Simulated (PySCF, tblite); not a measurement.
**C7H12AlCl: geometry, infrared bands and NMR shifts**

Wanted: the infrared bands and NMR shifts of C7H12AlCl (`C=[CH][Al]([Cl])[CH]1CCCC1`), by calculation.

Programs: tblite 0.8.0 and PySCF 2.14.0, with density-fitted response routines of our own. Each step states its level of theory. These are calculated values for one molecule in the gas phase, unless marked as measured. Atoms count from 0, in the outputs and in this text.

## 1. Starting geometry

21 atoms, charge 0, multiplicity 1; geometry from: force field or distance geometry start.

Bonds of the start (Å): C0–C1 1.34, C1–Al2 1.96, Al2–Cl3 2.21, Al2–C4 2.02, C4–C5 1.52, C5–C6 1.52, C6–C7 1.53, C7–C8 1.52, C8–C4 1.51, C0–H9 1.07, C0–H10 1.09, C1–H11 1.09, C4–H12 1.11, C5–H13 1.12, C5–H14 1.12, C6–H15 1.10, C6–H16 1.12, C7–H17 1.11, C7–H18 1.11, C8–H19 1.11, C8–H20 1.12.

## 2. Optimising the geometry with GFN2-xTB

What the job is given:

```
{"job": {"kind": "relax", "xc": "GFN2-xTB", "basis": "xTB"}, "charge": 0, "multiplicity": 1}
C      3.425400    -0.505700    -0.628600
C      3.218400     0.610200     0.076700
Al     1.424600     1.323000     0.415100
Cl     1.167500     3.207400     1.549300
C     -0.200500     0.363100    -0.299200
C     -0.376600    -1.037100     0.255500
C     -1.857500    -1.346400     0.125200
C     -2.569800    -0.009800    -0.066000
C     -1.504500     1.066600     0.003900
H      4.419000    -0.875400    -0.785500
H      2.578200    -1.047100    -1.059600
H      4.069600     1.133000     0.504800
H     -0.084100     0.298100    -1.400800
H      0.250300    -1.775100    -0.300800
H     -0.090100    -1.050900     1.335700
H     -2.035100    -2.007200    -0.738000
H     -2.227300    -1.862600     1.044800
H     -3.352400     0.137700     0.711100
H     -3.065000     0.008900    -1.063600
H     -1.705000     1.888800    -0.717500
H     -1.494000     1.497300     1.037100
```

Command:

```console
$ OMP_NUM_THREADS=1 python probes_run.py task.json out
```

The driver reads the jobs from task.json and runs them one after another.

**Question.** This job is followed by: GFN2-xTB harmonic vibrations, gas phase; GIAO PBE0/pcSseg-1 NMR shielding, non-relativistic, gas phase. Predict these results of the whole session: strongest single infrared mode (GFN2-xTB); zero-point energy (GFN2-xTB); 13C shifts against TMS (PBE0/pcSseg-1, means over atoms taken as alike); 1H shifts against TMS (PBE0/pcSseg-1, means over atoms taken as alike); 27Al shifts against AlH4- (PBE0/pcSseg-1); 35Cl shifts against HCl (PBE0/pcSseg-1).

The runs gave:

| quantity | value |
| --- | --- |
| strongest single infrared mode (GFN2-xTB) | 637 cm⁻¹, 142 km/mol |
| zero-point energy (GFN2-xTB) | 106.4 kcal/mol |
| 13C shifts against TMS (PBE0/pcSseg-1, means over atoms taken as alike) | 152.8, 151.9, 32.0, 28.8, 28.4 ppm |
| 1H shifts against TMS (PBE0/pcSseg-1, means over atoms taken as alike) | 7.06, 6.74, 6.48, 1.84, 1.79, 1.53, 1.45, 0.92 ppm |
| 27Al shifts against AlH4- (PBE0/pcSseg-1) | 148.2 ppm |
| 35Cl shifts against HCl (PBE0/pcSseg-1) | 23 ppm |

What this shows: The optimisation took 149 steps and gained 0.397 eV; among the close pairs (by a distance rule), Al2–Cl3 changed most, from 2.214 to 2.032 Å. No mode is imaginary among the 57: a minimum at this level. The strongest single mode, at 637 cm⁻¹, moves mainly Al2. GFN2-xTB is a fitted tight-binding method: band positions and strengths are rough. Its intensities can rank the bands wrongly. The most deshielded carbon is C0 (terminal =CH2 carbon), at 152.8 ppm: an sp2 carbon of a C=C bond.
